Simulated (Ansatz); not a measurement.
# Ti3Al: the cost of one run

Method: DFT LDA, scalar-relativistic, plane waves, PAW, in Ansatz 0.2.0.

4 further runs of the same task are left out: 4 set aside as unsound or not needed.

### Step 1. Starting point

The structure is hexagonal, space group P-6m2 (No. 187). The conventional cell has a = 2.678 Å, b = 2.678 Å, c = 8.472 Å, α = 90.00°, β = 90.00°, γ = 120.00°. Ti (site symmetry -6m2) is surrounded by 12 Ti at 2.61 to 2.68 Å. Ti (site symmetry 3m) is surrounded by 9 Ti at 2.61 to 2.68 Å and 3 Al at 2.63 Å. Al (site symmetry -6m2) has 6 Ti at 2.63 Å and 6 Al at 2.68 Å as nearest neighbours.

As a file:

```cif
data_structure
_symmetry_space_group_name_H-M 'P 1'
_symmetry_Int_Tables_number 1
_cell_length_a 2.6778
_cell_length_b 2.6778
_cell_length_c 8.4720
_cell_angle_alpha 90.000
_cell_angle_beta 90.000
_cell_angle_gamma 120.000
_cell_volume 52.61
loop_
_atom_site_label
_atom_site_type_symbol
_atom_site_fract_x
_atom_site_fract_y
_atom_site_fract_z
_atom_site_occupancy
Ti1 Ti 0.66667 0.33333 0.00000 1
Ti2 Ti 0.33333 0.66667 0.75152 1
Ti3 Ti 0.33333 0.66667 0.24848 1
Al1 Al 0.66667 0.33333 0.50000 1
```

### Step 2. Volume 13.153 Å³ an atom, total moment held at 0.500 muB a cell

Contents of input.yaml:

```yaml
crystal:
  lattice:
    - [2.6778321574, 0.0, 0.0]
    - [-1.3389160787, 2.3190706754, 0.0]
    - [0.0, 0.0, 8.4720297974]
  atoms:
    - { symbol: Ti, position: [0.6666666667, 0.3333333333, 0.0], spin: 0.167 }
    - { symbol: Ti, position: [0.3333333333, 0.6666666667, 0.7515223655], spin: 0.167 }
    - { symbol: Ti, position: [0.3333333333, 0.6666666667, 0.2484776345], spin: 0.167 }
    - { symbol: Al, position: [0.6666666667, 0.3333333333, 0.5] }
basis:
  ecutwfc: 520.0
kpoints:
  mp_grid: { grid: [18, 18, 6] }
hamiltonian:
  xc: lda
  pseudopotentials: { kind: paw, azcp: { folder: soft_1 } }
scf:
  occupations: { method: gaussian, width: 0.15 }
  lower_state_search: "off"
output:
  forces: true
  stress: true
  eigenvalues: true
  populations: true
magnetization:
  spin_polarized: true
  initial_magnetization: 0.5
  spin_locking: { lock_magnetization: hard }
```

On the command line:

```console
$ ansatz run input.yaml --threads 4 --pin off --max-ram 8192MiB --backend cpu --events-out ev --progress --plain --runs-dir out
```

What time and memory should one allow on 4 threads of Arm Neoverse V2, shared host?

About 21 s, with a peak of 0.63 GiB.
